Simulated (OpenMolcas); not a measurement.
# CH2FNOSi (SMILES O=C=N[SiH2]F): levels of theory compared

Aim: a comparison of 6 runs (HF/3-21G, B3LYP/6-31G*, B2PLYP/cc-pVDZ, B3LYP/cc-pVDZ, PBE0/cc-pVDZ, SVWN5/cc-pVDZ) of CH2FNOSi. 

The calculation is run with OpenMolcas 26.06.

1 further run of the same task is left out (set aside as unsound or not needed).

**1. Starting point**

The species is CH2FNOSi (7 atoms), meant as a singlet with charge 0. SMILES: `O=C=N[SiH2]F`. The O1–C2 distance was set to 1.742 Å, away from the relaxed value.

Bond lengths: C2–N3 1.195 Å, N3–Si4 1.694 Å, Si4–F5 1.591 Å, Si4–H6 1.475 Å, Si4–H7 1.475 Å. Angles: C2–N3–Si4 166.0°, N3–Si4–F5 109.2°, N3–Si4–H6 109.0°, N3–Si4–H7 109.0°, F5–Si4–H6 108.2°, F5–Si4–H7 108.2°, H6–Si4–H7 113.2°. A long bond or contact: O1–C2 1.742 Å.

**2. The energy at HF/3-21G (run 1)**

struct.xyz reads:

```xyz
7

O     -0.707253    -3.453564    -0.699954
C     -0.306900    -1.816900    -0.256100
N     -0.019000    -0.706200     0.076100
Si     0.212100     0.968300     0.188900
F     -0.420200     1.671000    -1.091000
H     -0.490300     1.470300     1.384800
H      1.659300     1.253600     0.203700
```

run.inp reads:

```
&GATEWAY
BASLIB=$CurrDir
COORD=struct.xyz
BASIS=3-21G
GROUP=NoSym
&SEWARD
&SCF
THRESHOLDS=1e-10 1e-07 1e-07 1e-05
PRORBITALS=1
```

The basis set 3-21G is read from a file made from the Basis Set Exchange's data (not shown).

The run is started by

```sh
$ export MOLCAS_MEM=1860
$ pymolcas run.inp > run.log
```

The log of the run:

```text
--- Start Module: gateway ---
[...]
--- Stop Module: gateway /rc=_RC_ALL_IS_WELL_ ---
--- Start Module: seward ---
[...]
      Basis functions           53
--- Stop Module: seward /rc=_RC_ALL_IS_WELL_ ---
--- Start Module: scf ---
[...]
       Convergence after  19 Iterations
[...]
::    Total SCF energy                               -553.6559577525
[...]
      Total spin, S                                     0.0000000000
[...]
      Total electronic charge=   46.000000
      Total            charge=   -0.000000
[...]
      Dipole Moment (debye):
      Origin of the operator (angstrom)=   -0.1773   -0.2786   -0.2972
                   X=  1.4888E+00               Y=  3.3917E+00               Z=  2.1048E+00           Total=  4.2603E+00
      Quadrupole Moment (debye*angstrom):
[...]
--- Stop Module: scf /rc=_RC_ALL_IS_WELL_ ---
[...]
```

Wall time 2.5 s (1 thread of Arm Neoverse V1, shared host); peak memory 0.38 GiB.

**3. A single-point energy at B3LYP/6-31G(d) (spherical functions) (run 2)**

calc.input reads:

```
* CH2FNOSi Kohn-Sham DFT
>>> EXPORT MOLCAS_PRINT=2

&gateway
  baslib = $CurrDir
  coord
  7
  angstrom
  O       -0.707253      -3.453564      -0.699954
  C       -0.306900      -1.816900      -0.256100
  N       -0.019000      -0.706200       0.076100
  Si       0.212100       0.968300       0.188900
  F       -0.420200       1.671000      -1.091000
  H       -0.490300       1.470300       1.384800
  H        1.659300       1.253600       0.203700
  basis = 6-31Gs
  group = NoSym

&seward
  gridinput
  Grid=UltraFine
  End of Grid

&scf
  ksdft = B3LYP
  thresholds = 1e-10 1e-07 1e-07 1e-05
  prorbitals = 0
```

The basis set 6-31G* is read from a file made from the Basis Set Exchange's data (not shown).

The run is started by

```sh
$ export MOLCAS_MEM=1860
$ pymolcas calc.input > calc.log
```

The log of the run:

```text
--- Start Module: gateway ---
[...]
--- Stop Module: gateway /rc=_RC_ALL_IS_WELL_ ---
--- Start Module: seward ---
[...]
      Basis functions           78
--- Stop Module: seward /rc=_RC_ALL_IS_WELL_ ---
[...]
--- Start Module: scf ---
[...]
       Convergence after  17 Iterations
[...]
::    Total KS-DFT energy                            -558.5279224805
[...]
      Total spin, S                                     0.0000000000
[...]
      Total electronic charge=   46.000000
      Total            charge=   -0.000000
[...]
      Dipole Moment (debye):
      Origin of the operator (angstrom)=   -0.1773   -0.2786   -0.2972
                   X=  1.4055E+00               Y=  3.9340E+00               Z=  1.8628E+00           Total=  4.5740E+00
      Quadrupole Moment (debye*angstrom):
[...]
--- Stop Module: scf /rc=_RC_ALL_IS_WELL_ ---
[...]
```

Wall time 21 s (1 thread of Arm Neoverse V1, shared host); peak memory 0.44 GiB.

**4. A single-point energy at B2PLYP/cc-pVDZ (run 3)**

coord.xyz reads:

```xyz
7

O     -0.707253    -3.453564    -0.699954
C     -0.306900    -1.816900    -0.256100
N     -0.019000    -0.706200     0.076100
Si     0.212100     0.968300     0.188900
F     -0.420200     1.671000    -1.091000
H     -0.490300     1.470300     1.384800
H      1.659300     1.253600     0.203700
```

mol.input reads:

```
&GATEWAY
  BasLib
  $CurrDir
  Coord
  coord.xyz
  Basis
  cc-pVDZ
  Group
  NoSym

&SEWARD
  GridInput
  Grid=UltraFine
  End of Grid

&SCF
  KSDFT
  B2PLYP_SCF
  Thresholds
  1e-10 1e-07 1e-07 1e-05
  PrOrbitals
  1 2

&MBPT2
  Frozen
  9
```

The basis set cc-pVDZ is read from a file made from the Basis Set Exchange's data (not shown).

The run is started by

```sh
$ export MOLCAS_MEM=1860
$ pymolcas mol.input > mol.log
```

The log of the run:

```text
--- Start Module: gateway ---
[...]
--- Stop Module: gateway /rc=_RC_ALL_IS_WELL_ ---
[...]
      Basis functions           84
[...]
--- Start Module: scf ---
[...]
       Convergence after  18 Iterations
[...]
::    Total KS-DFT energy                            -557.9397060879
[...]
      Total spin, S                                     0.0000000000
[...]
      Total electronic charge=   46.000000
      Total            charge=   -0.000000
[...]
      Dipole Moment (debye):
      Origin of the operator (angstrom)=   -0.1773   -0.2786   -0.2972
                   X=  1.5382E+00               Y=  4.0550E+00               Z=  2.0840E+00           Total=  4.8116E+00
      Quadrupole Moment (debye*angstrom):
[...]
--- Stop Module: scf /rc=_RC_ALL_IS_WELL_ ---
[...]
--- Start Module: mbpt2 ---
[...]
 ###    WARNING: MP2 implementation intended for RHF references only         ###
 ###############################################################################
MBPT2 WARNING: Reference function according to RunFile:KS-DFT
I'll assume you know what you're doing and continue
WARNING!
Default frozen orbitals as non valence orbitals is overwritten by user input.
Default values:   6
[...]
       Reference weight ( Cref**2 )         =        0.70688
::    Total MBPT2 energy                             -558.8687117478
[...]
      Total MBPT2 calculations                           0.26      0.29
--- Stop Module: mbpt2 /rc=_RC_ALL_IS_WELL_ ---
[...]
```

Run time: 27 s. Hardware: 1 thread of Arm Neoverse V1, shared host; peak memory 0.46 GiB.

Runs 4 to 5 aren't shown in full; the table further down has their settings and results.

**5. The energy at SVWN5/cc-pVDZ (run 6)**

test.input reads:

```
* CH2FNOSi Kohn-Sham DFT
>>> EXPORT MOLCAS_PRINT=2
&GATEWAY
BasLib
$CurrDir
Coord
7
bohr
O     -1.33651447    -6.52629011    -1.32272136
C     -0.57995695    -3.43344340    -0.48395886
N     -0.03590480    -1.33452459     0.14380816
Si     0.40081091     1.82982181     0.35696926
F     -0.79406292     3.15773235    -2.06169120
H     -0.92653272     2.77846432     2.61689274
H      3.13562256     2.36896067     0.38493721
Basis
cc-pVDZ
Group
NoSym
&SEWARD
GridInput
Grid=UltraFine
End of Grid
&SCF
KSDFT
SVWN5
Thresholds
1e-10 1e-07 1e-07 1e-05
PrOrbitals
1 2
```

The basis set cc-pVDZ is read from a file made from the Basis Set Exchange's data (not shown).

The run is started by

```sh
$ export MOLCAS_MEM=1860
$ pymolcas test.input > test.log
```

The log of the run:

```text
--- Start Module: gateway ---
[...]
--- Stop Module: gateway /rc=_RC_ALL_IS_WELL_ ---
--- Start Module: seward ---
[...]
      Basis functions           84
--- Stop Module: seward /rc=_RC_ALL_IS_WELL_ ---
[...]
--- Start Module: scf ---
[...]
       Convergence after  21 Iterations
[...]
::    Total KS-DFT energy                            -555.4103291467
[...]
      Total spin, S                                     0.0000000000
[...]
      Total electronic charge=   46.000000
      Total            charge=   -0.000000
[...]
      Dipole Moment (debye):
      Origin of the operator (angstrom)=   -0.1773   -0.2786   -0.2972
                   X=  1.3452E+00               Y=  3.6738E+00               Z=  1.7991E+00           Total=  4.3062E+00
      Quadrupole Moment (debye*angstrom):
[...]
--- Stop Module: scf /rc=_RC_ALL_IS_WELL_ ---
[...]
```

It took 22 s on 1 thread of Arm Neoverse V1, shared host; peak memory 0.46 GiB.

**6. All runs side by side**

| run | level | integration grid | frozen core orbitals | energy (Eh) | dipole moment (D) | HOMO energy (eV) | LUMO energy (eV) | wall time |
| --- | --- | --- | --- | --- | --- | --- | --- | --- |
| 1 | HF/3-21G | – | – | -553.655958 | 4.26 | -12.17 | 2.69 | 2.5 s |
| 2 | B3LYP/6-31G* (spherical functions) | UltraFine | – | -558.527922 | 4.57 | -7.37 | -1.94 | 21 s |
| 3 | B2PLYP/cc-pVDZ | UltraFine | 9 | -558.190538 | 4.81 | -9.39 | -0.24 | 27 s |
| 4 | B3LYP/cc-pVDZ | UltraFine | – | -558.556231 | 4.57 | -7.39 | -1.97 | 31 s |
| 5 | PBE0/cc-pVDZ | UltraFine | – | -558.124025 | 4.69 | -7.71 | -1.77 | 26 s |
| 6 | SVWN5/cc-pVDZ | UltraFine | – | -555.410329 | 4.31 | -6.28 | -3.37 | 22 s |

**7. What came out**

| quantity | value |
| --- | --- |
| run 6: total energy | -555.41033 Eh |
| run 6: dipole moment | 4.31 D |
| run 6: HOMO energy | -6.28 eV |
| run 6: LUMO energy | -3.37 eV |
| run 6: HOMO–LUMO gap | 2.90 eV |

What this shows: The dipole moment (its size) runs from 4.26 D (HF/3-21G) to 4.81 D (B2PLYP/cc-pVDZ). The two ends differ in method and basis. A double hybrid's value is that of its SCF part. The HOMO–LUMO gap runs from 2.90 eV (SVWN5/cc-pVDZ) to 14.85 eV (HF/3-21G). For B2PLYP the log adds the whole second-order term; the table takes 0.27 of it, as the functional is defined. Totals of different functionals can't be ranked against each other. All runs together took 2.2 min, the longest 31 s.
